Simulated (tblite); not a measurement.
# C4H11FSeSi2: the cost of one run

Programs: tblite 0.8.0 and PySCF 2.14.0, with density-fitted response routines of our own. Each step states its level of theory. These are calculated values for one molecule in the gas phase, unless marked as measured. Atoms count from 0, in the outputs and in this text.

### 1 Starting geometry

19 atoms, charge 0, multiplicity 1; geometry from: force field or distance geometry start.

Bonds of the start (Å): C0–C1 1.51, C1–C2 1.50, C2–C3 1.36, C3–F4 1.36, C2–Si5 1.85, Si5–Se6 2.29, Se6–Si7 2.29, C0–H8 1.11, C0–H9 1.11, C0–H10 1.11, C1–H11 1.11, C1–H12 1.12, C3–H13 1.08, Si5–H14 1.46, Si5–H15 1.48, Si7–H16 1.47, Si7–H17 1.46, Si7–H18 1.47.

### 2 Geometry optimisation with GFN2-xTB

What the job is given:

```
{"job": {"kind": "relax", "xc": "GFN2-xTB", "basis": "xTB"}, "charge": 0, "multiplicity": 1}
C     -2.478500    -0.509200     0.711400
C     -1.019800    -0.115400     0.811700
C     -0.463200     0.338100    -0.505700
C     -0.756500     1.567000    -1.003300
F     -1.545200     2.423700    -0.296200
Si     0.634300    -0.784700    -1.481100
Se     2.699900     0.175500    -1.704500
Si     3.038900     0.082200     0.559000
H     -3.095100     0.365300     0.410200
H     -2.619800    -1.320800    -0.029200
H     -2.853200    -0.868900     1.695900
H     -0.894500     0.678800     1.582900
H     -0.449400    -1.001500     1.191800
H     -0.346700     1.880300    -1.952400
H      0.054200    -1.000200    -2.807700
H      0.771500    -2.075500    -0.777800
H      2.892600    -1.308600     1.018600
H      4.382400     0.559000     0.870200
H      2.038300     0.924500     1.240800
```

The run is started by

```bash
> OMP_NUM_THREADS=1 python probes_run.py task.json out
```

One launch serves the whole session: the jobs run in the order shown.

**Question.** How long does this first job take on 1 thread of Arm Neoverse V1, shared host, and how much memory does it need?

About 2.6 s, with a peak of 0.18 GiB.
